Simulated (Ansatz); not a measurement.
# CH6NPSi: a ladder of functionals and wavefunction methods

An exercise on one series of results from a longer session: the logs are not shown, and one member is left open.

Computed with Ansatz 0.2.0, Gaussian basis. Level: functionals in def2-TZVPP, the program's frozen cores in correlated methods.

Plan: LDA (SPW92), PBE-D4, revPBE-D4, BLYP-D4, r2SCAN-D4, B97M-V, PBE0-D4, B3LYP-D4, r2SCANh-D4, r2SCAN0-D4, HSE06-D4, BHLYP-D4, CAM-B3LYP-D4, LC-ωPBE, ωB97X-V, ωB97M-V, B2PLYP, PBE-QIDH; CCSD(T)/def2-SVP; CCSD(T)/def2-TZVPP; MP2/def2-QZVPP; extrapolation to the limit; RPA on PBE.

## The geometry

The geometry comes from an earlier relaxation with PBE0-D4 in a triple-zeta def2 set; it is a stationary point, not always the lowest conformer.

SMILES `P[SiH]1CN1`, 10 atoms, charge 0, spin multiplicity 1.

Atoms are counted from 1 here; the program's logs count them from 0.

Bond lengths: P1–Si2 2.235 Å, P1–H5 1.420 Å, P1–H6 1.422 Å, Si2–C3 1.830 Å, Si2–N4 1.724 Å, Si2–H7 1.484 Å, C3–N4 1.496 Å, C3–H8 1.090 Å, C3–H9 1.087 Å, N4–H10 1.009 Å. Angles: Si2–P1–H5 92.1°, Si2–P1–H6 93.1°, H5–P1–H6 93.8°, P1–Si2–C3 125.1°, P1–Si2–N4 120.4°, P1–Si2–H7 111.9°, C3–Si2–N4 49.7°, C3–Si2–H7 117.0°, N4–Si2–H7 119.6°, Si2–C3–N4 61.5°, Si2–C3–H8 117.6°, Si2–C3–H9 123.8°, N4–C3–H8 117.2°, N4–C3–H9 114.0°, H8–C3–H9 112.8°, Si2–N4–C3 68.9°, Si2–N4–H10 125.3°, C3–N4–H10 116.2°.

As a file:

```
P    -2.1265    0.9358   -0.0679
Si    0.0345    0.5483    0.3530
C     0.7770   -1.1046    0.6102
N     0.9677   -0.4337   -0.7135
H    -2.1916   -0.1361   -0.9962
H    -1.8384    1.9065   -1.0662
H     0.6775    1.6906    1.0490
H     1.6458   -1.1716    1.2644
H     0.2153   -2.0340    0.5584
H     1.9219   -0.2524   -0.9881
```

Set-up of the first run:

The input, in.yaml:

```yaml
crystal:
  periodic: [false, false, false]
  atoms:
    - {symbol: P, position_ang: [-2.126542, 0.935780, -0.067871]}
    - {symbol: Si, position_ang: [0.034490, 0.548288, 0.352959]}
    - {symbol: C, position_ang: [0.777034, -1.104606, 0.610182]}
    - {symbol: N, position_ang: [0.967702, -0.433660, -0.713462]}
    - {symbol: H, position_ang: [-2.191647, -0.136113, -0.996217]}
    - {symbol: H, position_ang: [-1.838443, 1.906540, -1.066210]}
    - {symbol: H, position_ang: [0.677520, 1.690645, 1.049027]}
    - {symbol: H, position_ang: [1.645756, -1.171611, 1.264411]}
    - {symbol: H, position_ang: [0.215291, -2.034008, 0.558353]}
    - {symbol: H, position_ang: [1.921940, -0.252353, -0.988071]}
basis:
  gaussian: {orbitals: def2-TZVPP}
hamiltonian: {xc: lda}
output: {orbitals: {seedname: orbitals}}
```

On the command line:

```console
$ ansatz run in.yaml --threads 2 --pin off --events-out ev --progress --plain --max-ram 4352MiB
```

Steps of the session up to this table: LDA; PBE-D4 (GGA); revPBE-D4 (GGA); BLYP-D4 (GGA); r2SCAN-D4 (meta-GGA); B97M-V (meta-GGA); PBE0-D4 (hybrid); B3LYP-D4 (hybrid); r2SCANh-D4 (hybrid); r2SCAN0-D4 (hybrid); HSE06-D4 (hybrid); BHLYP-D4 (hybrid); CAM-B3LYP-D4 (range-separated); LC-ωPBE (range-separated); ωB97X-V (range-separated); ωB97M-V (range-separated); B2PLYP (double hybrid); PBE-QIDH (double hybrid).

One table of the session follows, with a row left open; its other results are not shown here.

It belongs to the step «Orbital energies across the functionals». 

| functional | HOMO (eV) | gap (eV) |
| --- | --- | --- |
| LDA (SPW92) | -5.63 | 4.56 |
| PBE-D4 | -5.49 | 4.59 |
| revPBE-D4 | -5.43 | 4.61 |
| BLYP-D4 | -5.33 | 4.55 |
| r2SCAN-D4 | -5.72 | 5.06 |
| B97M-V | -5.78 | 5.04 |
| PBE0-D4 | -6.74 | 6.67 |
| B3LYP-D4 | -6.50 | 6.22 |
| r2SCANh-D4 | -6.19 | 5.83 |
| r2SCAN0-D4 | -6.90 | 6.98 |
| HSE06-D4 | -6.34 | 5.90 |
| BHLYP-D4 | -7.86 | 8.67 |
| CAM-B3LYP-D4 | -8.07 | 9.02 |
| LC-ωPBE | -9.45 | 11.52 |
| ωB97X-V | -9.08 | 11.03 |
| ωB97M-V | ? | ? |

Q: Estimate the row for ωB97M-V from the others.

The run gave: HOMO (eV): -8.97; gap (eV): 10.66. In the column «HOMO (eV)» it lies between ωB97X-V (-9.08) and CAM-B3LYP-D4 (-8.07).
